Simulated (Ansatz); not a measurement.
Geometry optimisation, DFT LDA, scalar-relativistic, plane waves, PAW (Ansatz 0.2.0).

Input:

```yaml
crystal:
  lattice:
    - [6.033742, 0.0, 0.0]
    - [3.016871, 5.225374, 0.0]
    - [0.0, 0.0, 18.158162]
  atoms:
    - { symbol: Mg, position: [0.0, 0.0, 0.0550717] }
    - { symbol: O, position: [0.3333333, 0.8333333, 0.1228997] }
    - { symbol: Mg, position: [0.0, 0.5, 0.0550717] }
    - { symbol: O, position: [0.3333333, 0.3333333, 0.1228997] }
    - { symbol: Mg, position: [0.5, 0.0, 0.0550717] }
    - { symbol: O, position: [0.8333333, 0.8333333, 0.1228997] }
    - { symbol: Mg, position: [0.5, 0.5, 0.0550717] }
    - { symbol: O, position: [0.8333333, 0.3333333, 0.1228997] }
    - { symbol: Mg, position: [0.6666667, 0.6666667, 0.1907277] }
    - { symbol: O, position: [1.0, 0.5, 0.2585558] }
    - { symbol: Mg, position: [0.6666667, 0.1666667, 0.1907277] }
    - { symbol: O, position: [1.0, 0.0, 0.2585558] }
    - { symbol: Mg, position: [0.1666667, 0.6666667, 0.1907277] }
    - { symbol: O, position: [0.5, 0.5, 0.2585558] }
    - { symbol: Mg, position: [0.1666667, 0.1666667, 0.1907277] }
    - { symbol: O, position: [0.5, 0.0, 0.2585558] }
    - { symbol: Mg, position: [0.3333333, 0.3333333, 0.3263838] }
    - { symbol: O, position: [0.6666667, 0.1666667, 0.3942118] }
    - { symbol: Mg, position: [0.3333333, 0.8333333, 0.3263838] }
    - { symbol: O, position: [0.6666667, 0.6666667, 0.3942118] }
    - { symbol: Mg, position: [0.8333333, 0.3333333, 0.3263838] }
    - { symbol: O, position: [0.1666667, 0.1666667, 0.3942118] }
    - { symbol: Mg, position: [0.8333333, 0.8333333, 0.3263838] }
    - { symbol: O, position: [0.1666667, 0.6666667, 0.3942118] }
    - { symbol: H, position: [0.1026496, 0.2657357, 0.4647035] }
    - { symbol: H, position: [-0.0357299, 0.3834006, 0.4647035] }
basis:
  ecutwfc: 420.0
kpoints:
  mp_grid: { grid: [2, 2, 1] }
hamiltonian:
  xc: lda
  pseudopotentials: { kind: paw, azcp: { folder: soft_1 } }
scf:
  occupations: { method: gaussian, width: 0.02 }
  lower_state_search: "off"
relax:
  f_tol: 0.03
  max_steps: 60
  adjacent_minimum: "off"
  constraints: [{ sites: [0, 1, 2, 3, 4, 5, 6, 7] }]
output:
  write_density: true
  write_potential: true
  elf: true
  volumetric_format: npy
```

Command:

```bash
$ ansatz run input.yaml --threads 2 --pin off --max-ram 5120MiB --backend cpu --events-out ev --progress --plain --runs-dir out
```

Where does it end, and by what steps?

It converged. The force dipped under the threshold on the way, but the program's further checks kept it going. Limits of this set-up: coarse k mesh, thin slab, slab without dipole correction, no dispersion correction for a molecule that may bind weakly, PAW files made for another functional. After 12 steps the energy has fallen by 8.924 eV; H26 moved furthest, 1.85 Å. Parted: H25–H26 (0.78 → 3.00 Å). Joined: O20–H26 (2.17 → 0.97 Å), O22–H25 (1.38 → 0.97 Å).

| step | energy less start (eV) | largest force component (eV/Å) | accepted |
| --- | --- | --- | --- |
| 0 | 0.0000 | 3.162 | yes |
| 1 | -1.6229 | 2.785 | yes |
| 2 | -3.3539 | 3.010 | yes |
| 3 | -5.0978 | 3.821 | yes |
| 4 | -6.6130 | 4.282 | yes |
| 5 | -7.8026 | 1.112 | yes |
| 6 | -8.3675 | 0.827 | yes |
| 7 | -8.6308 | 0.594 | yes |
| 8 | -8.7833 | 0.340 | yes |
| 9 | -8.8662 | 0.201 | yes |
| 10 | -8.9132 | 0.101 | yes |
| 11 | -8.9241 | 0.024 | yes |
| 12 | -8.9241 | 0.024 | yes |

```xyz
26
Lattice="6.0337 0.0000 0.0000 3.0169 5.2254 0.0000 0.0000 0.0000 18.1582" Properties=species:S:1:pos:R:3
Mg 0.000 0.000 1.000
O 4.525 4.354 2.232
Mg 1.508 2.613 1.000
O 3.017 1.742 2.232
Mg 3.017 0.000 1.000
O 7.542 4.354 2.232
Mg 4.525 2.613 1.000
O 6.034 1.742 2.232
Mg 6.044 3.487 3.545
O 7.530 2.603 4.584
Mg 4.517 0.864 3.572
O 6.049 0.007 4.558
Mg 3.009 3.477 3.573
O 4.541 2.619 4.558
Mg 1.518 0.874 3.545
O 3.004 -0.010 4.585
Mg 3.037 1.750 6.021
O 4.570 0.894 6.819
Mg 4.532 4.354 5.932
O 6.037 3.479 6.855
Mg 6.039 1.741 5.927
O 1.509 0.869 6.856
Mg 7.563 4.363 6.021
O 3.062 3.506 6.819
H 1.415 0.817 7.818
H -0.082 3.418 7.817
```

Whether the end is a true minimum wasn't checked by a vibrational analysis.

Run time: 3.7 min on 2 threads of Arm Neoverse V1 (shared host), peak memory 0.98 GiB.
